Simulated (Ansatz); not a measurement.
**BClFHS: vertical ionisation energy**

How much energy removes an electron from BClFHS at fixed geometry? The cation is run at each level and the neutral's energy taken from earlier runs.

Method: unrestricted cation, the program's frozen cores in correlated methods; program: Ansatz 0.2.0, Gaussian basis.

Plan: UKS PBE-D4/def2-TZVPP; UKS r2SCAN-D4/def2-TZVPP; UKS PBE0-D4/def2-TZVPP; UKS B3LYP-D4/def2-TZVPP; UKS wB97X-V/def2-TZVPP; UKS wB97M-V/def2-TZVPP; UKS B2PLYP/def2-TZVPP; UHF-CCSD(T)/def2-TZVPP; UHF-MP2/def2-QZVPP; extrapolation to the limit; then −ε(HOMO) from the neutral's earlier runs with LDA (SPW92), PBE-D4, revPBE-D4, BLYP-D4, r2SCAN-D4, B97M-V, PBE0-D4, B3LYP-D4, r2SCANh-D4, r2SCAN0-D4, HSE06-D4, BHLYP-D4, CAM-B3LYP-D4, LC-ωPBE, ωB97X-V, ωB97M-V.

### 1 The geometry

The geometry comes from an earlier relaxation with PBE0-D4 in a triple-zeta def2 set; it is a stationary point.

SMILES `FB(S)Cl`, 5 atoms, charge 0, spin multiplicity 1.

Atoms are counted from 1 here; the program's logs count them from 0.

Bond lengths: F1–B2 1.319 Å, B2–S3 1.793 Å, B2–Cl4 1.749 Å, S3–H5 1.344 Å. Angles: F1–B2–S3 121.9°, F1–B2–Cl4 118.8°, S3–B2–Cl4 119.3°, B2–S3–H5 95.1°.

### 2 Cation, UKS PBE-D4/def2-TZVPP

in.yaml

```yaml
crystal:
  periodic: [false, false, false]
  atoms:
    - {symbol: F, position_ang: [-0.529975, -1.166464, 0.714913]}
    - {symbol: B, position_ang: [-0.425084, -0.150986, -0.119615]}
    - {symbol: S, position_ang: [1.059550, 0.850952, -0.210977]}
    - {symbol: Cl, position_ang: [-1.776270, 0.224447, -1.164952]}
    - {symbol: H, position_ang: [1.721679, 0.168452, 0.739232]}
basis:
  gaussian: {orbitals: def2-TZVPP}
total_charge: 1
magnetization: {spin_polarized: true, initial_magnetization: 1}
hamiltonian: {xc: pbe, dispersion: d4}
```

After this run come: Cation, UKS r2SCAN-D4/def2-TZVPP; Cation, UKS PBE0-D4/def2-TZVPP; Cation, UKS B3LYP-D4/def2-TZVPP; Cation, UKS wB97X-V/def2-TZVPP; Cation, UKS wB97M-V/def2-TZVPP; Cation, UKS B2PLYP (frozen core)/def2-TZVPP; Cation, UHF-CCSD(T)/def2-TZVPP; Cation, UHF-MP2/def2-QZVPP.

Q: Predict the results of all the runs planned. Wanted: ionisation energy, CCSD(T)/CBS; nearest functional by difference; nearest −ε(HOMO); −ε(HOMO) of PBE; T1 of the cation.

**Answer**, as computed:

| quantity | value |
| --- | --- |
| ionisation energy, CCSD(T)/CBS | 10.98 eV |
| nearest functional by difference | ωB97X-V (-0.11 eV) |
| nearest −ε(HOMO) | LC-ωPBE (+0.15 eV) |
| −ε(HOMO) of PBE | 7.14 eV |
| T1 of the cation | 0.021 |

In words: Energy differences with functionals land within 0.46 eV of the reference. −ε(HOMO) of PBE misses by 3.8 eV, since self-interaction lifts the level. Among orbital estimates LC-ωPBE comes nearest. Hartree-Fock falls 1.14 eV short, as the neutral has more correlation energy than the cation.
